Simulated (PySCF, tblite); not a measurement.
# C8H14FN: geometry, infrared bands and NMR shifts

Aim: predict the infrared bands and NMR shifts of C8H14FN (`CCC/C=C\N(C)/C=C\F`).

The runs use tblite 0.8.0 and PySCF 2.14.0, with density-fitted response routines of our own; the level of theory stands in each step. All values are computed, except where a source is named. Atoms are numbered from 0 throughout.

## (1) The molecule as given

24 atoms, charge 0, multiplicity 1; geometry from: force field or distance geometry start.

Bonds of the start (Å): C0–C1 1.52, C1–C2 1.51, C2–C3 1.50, C3–C4 1.34, C4–N5 1.40, N5–C6 1.47, N5–C7 1.39, C7–C8 1.34, C8–F9 1.34, C0–H10 1.10, C0–H11 1.09, C0–H12 1.09, C1–H13 1.11, C1–H14 1.09, C2–H15 1.10, C2–H16 1.10, C3–H17 1.10, C4–H18 1.09, C6–H19 1.09, C6–H20 1.09, C6–H21 1.09, C7–H22 1.10, C8–H23 1.09.

## (2) Relaxing the molecule with GFN2-xTB

Job settings and geometry (Å):

```
{"job": {"kind": "relax", "xc": "GFN2-xTB", "basis": "xTB"}, "charge": 0, "multiplicity": 1}
C      3.503400    -0.574100    -0.583300
C      2.397700    -0.687000     0.459200
C      1.513300     0.541600     0.487600
C      0.426400     0.436400     1.513400
C     -0.899900     0.300500     1.371400
N     -1.730300     0.145000     0.249900
C     -1.208900    -0.432800    -1.000300
C     -3.059200     0.545300     0.321100
C     -4.012800     0.569200    -0.617600
F     -3.821400     0.196900    -1.890900
H      3.062100    -0.470500    -1.585700
H      4.124700    -1.466800    -0.572800
H      4.125600     0.300100    -0.379800
H      2.871200    -0.831500     1.450200
H      1.805100    -1.581700     0.267900
H      2.105800     1.430400     0.737000
H      1.093700     0.737200    -0.507700
H      0.785900     0.518100     2.546500
H     -1.484600     0.335300     2.290700
H     -1.935600    -1.111800    -1.445200
H     -0.325200    -1.045500    -0.820300
H     -0.966400     0.357000    -1.712400
H     -3.342500     0.906600     1.317900
H     -5.039900     0.902200    -0.471900
```

The run is started by

```console
$ OMP_NUM_THREADS=1 python probes_run.py task.json out
```

One launch serves the whole session: the jobs run in the order shown.

**Question.** This job is followed by: GFN2-xTB harmonic vibrations, gas phase; GIAO PBE0/pcSseg-1 NMR shielding, non-relativistic, gas phase. What will the session give for the following? strongest single infrared mode (GFN2-xTB); zero-point energy (GFN2-xTB); ¹³C shifts against TMS (PBE0/pcSseg-1); ¹H shifts against TMS (PBE0/pcSseg-1, means over atoms taken as alike); ¹⁵N shifts against NH3 (PBE0/pcSseg-1); ¹⁹F shifts against CFCl3 (PBE0/pcSseg-1).

As calculated:

```
                                                              quantity                                                   value
                             strongest single infrared mode (GFN2-xTB)                                   1734 cm⁻¹, 288 km/mol
                                          zero-point energy (GFN2-xTB)                                          128.2 kcal/mol
                                ¹³C shifts against TMS (PBE0/pcSseg-1)  139.0, 136.3, 123.9, 110.1, 40.3, 34.7, 31.3, 17.3 ppm
¹H shifts against TMS (PBE0/pcSseg-1, means over atoms taken as alike)      6.20, 5.74, 5.08, 4.37, 3.38, 2.11, 1.40, 1.05 ppm
                                ¹⁵N shifts against NH3 (PBE0/pcSseg-1)                                               108.9 ppm
                              ¹⁹F shifts against CFCl3 (PBE0/pcSseg-1)                                              -179.6 ppm
```

What this shows: The optimisation took 54 steps and gained 0.112 eV; among the close pairs (by a distance rule), N5–C6 changed most, from 1.473 to 1.444 Å. No mode is imaginary among the 66: a minimum at this level. The strongest single mode, at 1734 cm⁻¹, moves mainly C7 and C8. Unscaled tight-binding wavenumbers are off by several per cent, some by more. Its intensities can rank the bands wrongly. At PBE0/pcSseg-1: Shielding is most anisotropic at C3 (span 169 ppm, paramagnetic term -181 ppm).
